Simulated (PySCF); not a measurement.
# GeO: bond curves at several levels of theory

Aim: find the lowest electronic state of GeO, scan its bond at several levels of theory, and get bond length, wavenumber and dissociation energy from each curve.

Method: Ge def2-TZVPPD, O def2-TZVPPD, no relativity; program: PySCF 2.14.0.

## Step 1: Set-up

Settings of the job:

* atoms: Ge, O
* charge: 0
* basis: Ge def2-TZVPPD, O def2-TZVPPD
* Hamiltonian: no relativity
* basis functions: 94
* electrons treated: 40
* masses in u: 73.9212, 15.9949
* levels: PBE0, PBE, r²SCAN, TPSSh, PW91, M06-L, B3LYP, BLYP, ωB97M-V, HF, MP2, SCS-MP2, CCSD, CCSD(T)
* grid: 80 radial by 434 angular points
* occupations: held fixed by the projection of orbital angular momentum
* dissociation limit: Ge + O, each in its ground configuration
* starting distance in angstrom: 1.760
* values of 2S to try: 0, 2, 4

On the command line:

```sh
$ OMP_NUM_THREADS=2 python dia.py task.json out
```

After this run come: PBE0 along the bond; Higher solutions at PBE0; PBE (GGA); r²SCAN; TPSSh (hybrid meta-GGA); PW91 (GGA); M06-L (meta-GGA); B3LYP; BLYP (GGA); ωB97M-V; RHF (mean field); Adding correlation.

What does the calculation give? Wanted: for each run, Re; ωe; De; μ.

As calculated:

Lowest PBE0 solution found, without spin–orbit coupling: ¹Σ⁺ (singlet), closed shell. State 2 has its PBE0 minimum 3.16 eV higher. The other levels ran on the lowest alone.

| level | Re (Å) | ωe (cm⁻¹) | De (eV) | μ (D) |
| --- | --- | --- | --- | --- |
| RHF | 1.594 | 1134 | 3.20 | -4.03 |
| RHF-MP2 | 1.646 | 950 | 7.41 | n/a |
| RHF-SCS-MP2 | 1.642 | 965 | 7.15 | n/a |
| RHF-CCSD | 1.623 | 1032 | 6.36 | n/a |
| RHF-CCSD(T) | 1.638 | 977 | 6.78 | n/a |
| PBE | 1.648 | 955 | 7.35 | -3.21 |
| PW91 | 1.646 | 957 | 7.39 | -3.23 |
| BLYP | 1.656 | 936 | 7.28 | -3.33 |
| r²SCAN | 1.629 | 1005 | 6.92 | -3.21 |
| M06-L | 1.635 | 992 | 6.99 | -3.28 |
| TPSSh | 1.633 | 998 | 6.71 | -3.29 |
| B3LYP | 1.633 | 999 | 6.82 | -3.51 |
| PBE0 | 1.623 | 1026 | 6.62 | -3.44 |
| ωB97M-V | 1.621 | 1042 | 6.82 | -3.60 |

De is counted to Ge + O in their ground configurations. A positive dipole means Ge(−)O(+).

What this shows: The methods spread over 0.062 Å in bond length, from RHF to BLYP. Among the levels with a De in the table, it runs from 3.20 eV (RHF) to 7.41 eV (RHF-MP2).

Correlated steps freeze 10 core orbitals. T1 is 0.025 near the minimum (highest on the curve 0.043), which may point to more than one leading configuration.
